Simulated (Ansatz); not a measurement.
# CH2ClFOZn: one species, many methods

The task here is to estimate one member of a computed series from the others.

Method: functionals in def2-TZVPP, the program's frozen cores in correlated methods; program: Ansatz 0.2.0, Gaussian basis.

Plan: LDA (SPW92), PBE-D4, revPBE-D4, BLYP-D4, r2SCAN-D4, B97M-V, PBE0-D4, B3LYP-D4, r2SCANh-D4, r2SCAN0-D4, HSE06-D4, BHLYP-D4, CAM-B3LYP-D4, LC-ωPBE, ωB97X-V, ωB97M-V, B2PLYP, PBE-QIDH; CCSD(T)/def2-SVP; CCSD(T)/def2-TZVPP; MP2/def2-QZVPP; extrapolation to the limit; RPA on PBE.

## The relaxed structure

An earlier PBE0-D4 in a triple-zeta def2 set relaxation fixed the geometry.

SMILES `O[C](F)(Cl)[ZnH]`, 7 atoms, charge 0, spin multiplicity 1.

Atoms are counted from 1 here; the program's logs count them from 0.

Bond lengths: O1–C2 1.350 Å, O1–H6 0.969 Å, C2–F3 1.372 Å, C2–Cl4 1.856 Å, C2–Zn5 1.982 Å, Zn5–H7 1.530 Å. Angles: C2–O1–H6 109.7°, O1–C2–F3 109.6°, O1–C2–Cl4 109.8°, O1–C2–Zn5 114.7°, F3–C2–Cl4 103.9°, F3–C2–Zn5 115.0°, Cl4–C2–Zn5 103.1°, C2–Zn5–H7 178.0°.

Geometry (Å):

```xyz
7
charge 0, multiplicity 1
O     0.36618    0.12277    1.39999
C     0.11071   -0.32238    0.15149
F     0.96949   -1.34701   -0.15522
Cl   -1.56657   -1.11495    0.09832
Zn   -0.02171    1.09945   -1.22270
H     0.31400   -0.61476    2.02682
H    -0.17211    2.17690   -2.29869
```

The first run:

Input file in.yaml:

```yaml
crystal:
  periodic: [false, false, false]
  atoms:
    - {symbol: O, position_ang: [0.366176, 0.122767, 1.399986]}
    - {symbol: C, position_ang: [0.110715, -0.322377, 0.151487]}
    - {symbol: F, position_ang: [0.969495, -1.347013, -0.155223]}
    - {symbol: Cl, position_ang: [-1.566568, -1.114955, 0.098324]}
    - {symbol: Zn, position_ang: [-0.021714, 1.099446, -1.222696]}
    - {symbol: H, position_ang: [0.314003, -0.614759, 2.026818]}
    - {symbol: H, position_ang: [-0.172108, 2.176901, -2.298687]}
basis:
  gaussian: {orbitals: def2-TZVPP}
hamiltonian: {xc: lda}
output: {orbitals: {seedname: orbitals}}
```

Run with:

```bash
$ ansatz run in.yaml --threads 4 --pin off --events-out ev --progress --plain --max-ram 10444MiB
```

Steps of the session up to this table: LDA; PBE-D4 (GGA); revPBE-D4 (GGA); BLYP-D4 (GGA); r2SCAN-D4 (meta-GGA); B97M-V (meta-GGA); PBE0-D4 (hybrid); B3LYP-D4 (hybrid); r2SCANh-D4 (hybrid); r2SCAN0-D4 (hybrid); HSE06-D4 (hybrid); BHLYP-D4 (hybrid); CAM-B3LYP-D4 (range-separated); LC-ωPBE (range-separated); ωB97X-V (range-separated); ωB97M-V (range-separated); B2PLYP (double hybrid); PBE-QIDH (double hybrid).

One of the session's tables, all rows but one given; the rest of the session is left out.

It belongs to the step «Orbital energies across the functionals». 

| functional | HOMO (eV) | gap (eV) |
| --- | --- | --- |
| LDA (SPW92) | ? | ? |
| PBE-D4 | -6.62 | 5.02 |
| revPBE-D4 | -6.54 | 5.05 |
| BLYP-D4 | -6.52 | 4.95 |
| r2SCAN-D4 | -6.89 | 5.61 |
| B97M-V | -6.96 | 5.41 |
| PBE0-D4 | -7.86 | 7.02 |
| B3LYP-D4 | -7.68 | 6.54 |
| r2SCANh-D4 | -7.35 | 6.34 |
| r2SCAN0-D4 | -8.05 | 7.41 |
| HSE06-D4 | -7.46 | 6.26 |
| BHLYP-D4 | -9.06 | 8.82 |
| CAM-B3LYP-D4 | -9.24 | 9.14 |
| LC-ωPBE | -10.54 | 11.58 |
| ωB97X-V | -10.18 | 11.08 |
| ωB97M-V | -10.05 | 10.60 |

**Question.** Estimate the row for LDA (SPW92).

As computed: HOMO (eV): -6.79; gap (eV): 4.96. In the column «HOMO (eV)» it lies between r2SCAN-D4 (-6.89) and PBE-D4 (-6.62).
